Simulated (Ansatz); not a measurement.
# InO5: properties of a relaxed candidate

The task, for InO5: see whether it has a gap, which orbitals make up the states near it and how charge is shared.

Program: Ansatz 0.2.0. Level of theory: DFT PBE, scalar-relativistic, plane waves, PAW. These are calculated values, not measurements.

1 further run of the same task is left out (set aside as unsound or not needed).

## 1. The structure to begin with

It takes space group F-43m (No. 216, cubic). Conventional cell: a = 6.153 Å, b = 6.153 Å, c = 6.153 Å, α = 90.00°, β = 90.00°, γ = 90.00°. Around In (site symmetry -43m) lie 16 O at 2.55 to 2.66 Å. O (site symmetry 3m) has 9 O at 2.17 to 2.55 Å and 3 In at 2.55 Å as nearest neighbours. O (site symmetry -43m) has 12 O at 2.55 Å and 4 In at 2.66 Å as nearest neighbours.

As a file:

```xyz
6
Lattice="0.0000 3.0765 3.0765 3.0765 0.0000 3.0765 3.0765 3.0765 0.0000" Properties=species:S:1:pos:R:3 pbc="T T T"
In    0.0000    0.0000    0.0000
O     3.8420    2.3110    3.8420
O     3.8420    3.8420    2.3110
O     2.3110    2.3110    2.3110
O     2.3110    3.8420    3.8420
O     4.6148    4.6148    4.6148
```

The cell was relaxed beforehand at this level, from a database cell with other species swapped in; it is a trial structure. At a tolerance of 0.05 Å it has space group F-43m (No. 216); it has 9.71 Å³/atom, an uncorrected energy of +1.14 eV/atom over the elements.

## 2. Static run: bands, density of states and charges

File input.yaml:

```yaml
crystal:
  lattice:
    - [0.0, 3.0765148836, 3.0765148836]
    - [3.0765148836, 0.0, 3.0765148836]
    - [3.0765148836, 3.0765148836, 0.0]
  atoms:
    - { symbol: In, position: [0.0, 0.0, 0.0] }
    - { symbol: O, position: [0.3755872565, 0.8732382304, 0.3755872565], spin: 0.48 }
    - { symbol: O, position: [0.3755872565, 0.3755872565, 0.8732382304], spin: 0.48 }
    - { symbol: O, position: [0.3755872565, 0.3755872565, 0.3755872565], spin: 0.48 }
    - { symbol: O, position: [0.8732382304, 0.3755872565, 0.3755872565], spin: 0.48 }
    - { symbol: O, position: [0.75, 0.75, 0.75], spin: 1.33 }
basis:
  ecutwfc: 420
kpoints:
  mp_grid: { grid: [10, 10, 10] }
  band_path:
    path:
      - [[0.0, 0.0, 0.0], [-0.5, -0.5, 0.0], [-0.375, -0.375, 0.25]]
      - [[-0.375, 0.0, 0.375], [0.0, 0.0, 0.0], [0.0, 0.0, 0.5], [-0.5, -0.25, 0.25], [-0.5, -0.5, 0.0]]
    npoints: 14
hamiltonian:
  xc: pbe
scf:
  occupations: { method: gaussian, width: 0.1 }
  n_extra_bands: 15
output:
  forces: true
  stress: true
  eigenvalues: true
  populations: true
  dos: { projected: true, de: 0.02, nscf_kmesh: { grid: [12, 12, 12] } }
  bader: true
  write_density: true
  write_potential: true
  elf: true
  volumetric_format: npy
magnetization:
  spin_polarized: true
checkpoint:
  read: start.run
  write: ck
  compress: false
  write_wavefunctions: false
  write_every: 100000
```

The run is started by

```bash
$ ansatz run input.yaml --threads 1 --pin off --max-ram 2560MiB --backend cpu --events-out ev --progress --plain --runs-dir out
```

Q: Predict the outcome of this session. Wanted: gap; states at the Fermi level; Bader charges.

**Answer**, as computed:

| quantity | value |
| --- | --- |
| gap | none (metal) |
| states at the Fermi level | 2.01 per eV per cell |
| Bader charges | In +1.92, O -0.47 to -0.36 e |

In words: There is no gap at this level. Of the projected weight within 0.25 eV of the Fermi level, the largest part is O 2p (97 %). Bader charges reach 1.9 e, so charge transfer in this metal is strong. Other magnetic orders were not searched.
